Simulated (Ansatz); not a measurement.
I need a single point in a Gaussian basis of C3H8GeNP, SMILES C[CH2][GeH]([PH2])[C]#N. Use Ansatz 0.2.0, Python API. Settings: Hartree-Fock, 6-31G* basis, multiplicity 1.

```json
{"atom": "C", "x (Å)": "-1.5579", "y (Å)": "0.5089", "z (Å)": "0.1356"}
{"atom": "C", "x (Å)": "-0.6188", "y (Å)": "-0.3388", "z (Å)": "0.9818"}
{"atom": "Ge", "x (Å)": "1.0419", "y (Å)": "-0.7120", "z (Å)": "0.0266"}
{"atom": "P", "x (Å)": "2.1593", "y (Å)": "1.2299", "z (Å)": "-0.4271"}
{"atom": "C", "x (Å)": "0.6675", "y (Å)": "-1.6206", "z (Å)": "-1.5925"}
{"atom": "N", "x (Å)": "0.4381", "y (Å)": "-2.1750", "z (Å)": "-2.5818"}
{"atom": "H", "x (Å)": "-1.7870", "y (Å)": "-0.0071", "z (Å)": "-0.8207"}
{"atom": "H", "x (Å)": "-1.0982", "y (Å)": "1.4962", "z (Å)": "-0.0779"}
{"atom": "H", "x (Å)": "-2.5071", "y (Å)": "0.6733", "z (Å)": "0.6874"}
{"atom": "H", "x (Å)": "-0.3802", "y (Å)": "0.1966", "z (Å)": "1.9247"}
{"atom": "H", "x (Å)": "-1.1114", "y (Å)": "-1.3020", "z (Å)": "1.2312"}
{"atom": "H", "x (Å)": "1.9354", "y (Å)": "-1.6095", "z (Å)": "0.9198"}
{"atom": "H", "x (Å)": "1.0771", "y (Å)": "1.7915", "z (Å)": "-1.2158"}
{"atom": "H", "x (Å)": "1.7412", "y (Å)": "1.8686", "z (Å)": "0.8088"}
```

The script, `energy_c3h8genp.py`:
```python
"""Electronic structure of the C3H8GeNP molecule."""

from dataclasses import dataclass
import logging
import sys

import ansatz as az

logging.basicConfig(stream=sys.stdout, format="%(levelname)s:%(name)s:%(message)s")
logger = logging.getLogger("c3h8genp")
logger.setLevel(logging.INFO)


@dataclass
class Settings:
    basis: str = "6-31G*"
    xc: str = "hf"


cfg = Settings()

geometry_ang = [
    ("C", [-1.5579, 0.5089, 0.1356]),
    ("C", [-0.6188, -0.3388, 0.9818]),
    ("Ge", [1.0419, -0.712, 0.0266]),
    ("P", [2.1593, 1.2299, -0.4271]),
    ("C", [0.6675, -1.6206, -1.5925]),
    ("N", [0.4381, -2.175, -2.5818]),
    ("H", [-1.787, -0.0071, -0.8207]),
    ("H", [-1.0982, 1.4962, -0.0779]),
    ("H", [-2.5071, 0.6733, 0.6874]),
    ("H", [-0.3802, 0.1966, 1.9247]),
    ("H", [-1.1114, -1.302, 1.2312]),
    ("H", [1.9354, -1.6095, 0.9198]),
    ("H", [1.0771, 1.7915, -1.2158]),
    ("H", [1.7412, 1.8686, 0.8088]),
]
mol = az.Crystal.molecule()
for symbol, xyz in geometry_ang:
    mol = mol.atom(symbol, xyz)

job = mol.calculation()
job = job.basis(gaussian=cfg.basis)
job = job.functional(cfg.xc)
print(job.to_yaml())
try:
    data = job.run().report
except az.AnsatzError as error:
    sys.exit(f"{type(error).__name__}: {error}")

logger.info("reference energy %16.6f eV" % data["reference_energy_ev"])
logger.info("total energy     %16.6f eV" % data["free_energy_ev"])
print("occupied orbitals outside the frozen core (up, down):", data["n_occupied"], " frozen:", data["n_frozen"], " virtual:", data["n_virtual"])

state = data["mean_field"]["state"]
logger.info(f"mean field: {state['energy']['hartree']:.7f} Ha, <S^2> = {abs(state['spin_squared']):.4f}, stability: {state.get('stability', {}).get('kind')}")
```

```console
$ python energy_c3h8genp.py
crystal:
  periodic: [false, false, false]
  atoms:
    - { symbol: C, position_ang: [-1.5579, 0.5089, 0.1356] }
    - { symbol: C, position_ang: [-0.6188, -0.3388, 0.9818] }
    - { symbol: Ge, position_ang: [1.0419, -0.712, 0.0266] }
    - { symbol: P, position_ang: [2.1593, 1.2299, -0.4271] }
    - { symbol: C, position_ang: [0.6675, -1.6206, -1.5925] }
    - { symbol: "N", position_ang: [0.4381, -2.175, -2.5818] }
    - { symbol: H, position_ang: [-1.787, -0.0071, -0.8207] }
    - { symbol: H, position_ang: [-1.0982, 1.4962, -0.0779] }
    - { symbol: H, position_ang: [-2.5071, 0.6733, 0.6874] }
    - { symbol: H, position_ang: [-0.3802, 0.1966, 1.9247] }
    - { symbol: H, position_ang: [-1.1114, -1.302, 1.2312] }
    - { symbol: H, position_ang: [1.9354, -1.6095, 0.9198] }
    - { symbol: H, position_ang: [1.0771, 1.7915, -1.2158] }
    - { symbol: H, position_ang: [1.7412, 1.8686, 0.8088] }
basis:
  gaussian:
    orbitals: "6-31G*"
hamiltonian:
  xc: hf

INFO:c3h8genp:reference energy    -70436.819739 eV
INFO:c3h8genp:total energy        -70436.819739 eV
occupied orbitals outside the frozen core (up, down): [40, 40]  frozen: 0  virtual: [90, 90]
INFO:c3h8genp:mean field: -2588.5053816 Ha, <S^2> = 0.0000, stability: minimum
```

The settings weren't tested for convergence. The geometry is a force-field or estimated start, not a minimum of this method, and the basis set is short of its limit. It ran for 4.5 s on 1 thread of Arm Neoverse V1 (shared host), peak memory 0.35 GiB.

(Lines on the test bed's own set-up are left out of the output.)
